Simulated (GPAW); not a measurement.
Mg3GaO4, 8 atoms in the cell. Symmetry: Pm-3m, No. 221, cubic system. Conventional cell: a = 4.363 Å, b = 4.363 Å, c = 4.363 Å, α = 90.00°, β = 90.00°, γ = 90.00°. Around Ga (site symmetry m-3m) lie 6 O at 2.18 Å. Mg (site symmetry 4/mmm) has 6 O at 2.18 Å as nearest neighbours. O (site symmetry 4/mmm) is surrounded by 2 Ga at 2.18 Å and 4 Mg at 2.18 Å. O (site symmetry m-3m) is surrounded by 6 Mg at 2.18 Å. The cell comes from a database or a generator and needn't be the stable form of this composition.

* Program: GPAW 26.7.0
* Task: band structure
* Functional: r2SCAN
* Potentials or basis: GPAW PAW data sets (gpaw-data 1.2.1)
* Cutoff: 800 eV
* Basis: pw
* k mesh: 5 × 5 × 5
* Occupations: fermi-dirac, width 0.05 eV
* Spin: no spin polarisation
* Maxiter: 150
* Band path: GXMGRX,MR
* Band points: 60

Potentials or basis: GPAW PAW data sets (gpaw-data 1.2.1), pw.

Launch:

```sh
$ OMP_NUM_THREADS=1 python run.py
```

Hardware: 1 thread of Arm Neoverse V1, with other jobs on the host.

Task: How long does it take, and how much memory?

Result: Wall time 11 min on 1 thread of Arm Neoverse V1 (shared host), peak memory 0.73 GiB. Counts: scf iterations 16, plane waves 4337, bands 48, k points 10.
